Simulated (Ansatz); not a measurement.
# Li+ with Br−: structure and interaction energy

The task here is to estimate one member of a computed series from the others.

The runs use Ansatz 0.2.0, Gaussian basis; PBE0-D4 structure, single points in def2-TZVPPD.

Levels: PBE-D4, revPBE-D4, BLYP-D4, r2SCAN-D4, B97M-V, PBE0-D4, B3LYP-D4, HSE06-D4, wB97X-V, wB97M-V, B2PLYP, Hartree-Fock, MP2, CCSD, CCSD(T). The reference is CCSD(T) extrapolated to the basis limit. For elements past Ar these valence bases correlate outer-core shells poorly and lack relativity, so that limit is rough.

Correlated methods freeze the cores. Filled d shells of the heavier atoms are correlated. The outer core shell of Li, Na, Mg and K is correlated. B3LYP uses VWN-RPA correlation. B2PLYP carries no dispersion term here.

150 further runs of the same task are left out: 150 set aside as unsound or not needed.

### The system as given

The pair, from a GFN2-xTB docking trial: 2 atoms, charge 0, spin multiplicity 1.

Atoms are counted from 1 here; the program's logs count them from 0.

Bond lengths: Li1–Br2 2.189 Å.

Geometry (Å):

```xyz
2

Li    0.0000    0.0000   -1.0944
Br    0.0000    0.0000    1.0944
```

Atoms 1 to 1 are fragment A (Li+), the rest fragment B (Br−).

The first run:

Input file pre/in.yaml:

```yaml
crystal:
  periodic: [false, false, false]
  atoms:
    - {symbol: Li, position_ang: [0.000000, 0.000000, -1.094400]}
    - {symbol: Br, position_ang: [0.000000, 0.000000, 1.094400]}
basis:
  gaussian: {orbitals: def2-SVP}
hamiltonian: {xc: pbe, dispersion: d4}
relax: {f_tol: 0.03, max_steps: 250}
```

Run with:

```bash
$ ansatz run in.yaml --threads 2 --pin off --events-out ev --progress --plain --max-ram 5222MiB
```

Among the steps run: A first relaxation in a small basis; Relaxation at PBE0-D4; wB97X-V/def2-TZVPPD; wB97M-V/def2-TZVPPD; B2PLYP/def2-TZVPPD; B97M-V/def2-TZVPPD; CCSD(T)/def2-TZVPPD; Hartree-Fock/STO-3G; SPW92/def2-SVP; wB97M-V/def2-SVP; CCSD(T)/def2-SVP; Vibrations of the pair.

One table of the session follows, with a row left open; its other results are not shown here.

| method | interaction (kJ/mol) |
| --- | --- |
| PBE-D4 | -614.73 |
| revPBE-D4 | -610.46 |
| BLYP-D4 | -612.32 |
| r2SCAN-D4 | -603.64 |
| B97M-V | -606.17 |
| PBE0-D4 | -615.37 |
| B3LYP-D4 | -614.58 |
| HSE06-D4 | -615.56 |
| wB97X-V | -610.33 |
| wB97M-V | -609.62 |
| B2PLYP | -610.01 |
| Hartree-Fock | -599.27 |
| MP2 | ? |
| CCSD | -601.25 |
| CCSD(T) | -600.67 |
| CCSD(T)/CBS | -611.06 |

Estimate the missing values for MP2.

As computed: interaction (kJ/mol): -600.06. In the column «interaction (kJ/mol)» it lies between CCSD(T) (-600.67) and Hartree-Fock (-599.27).
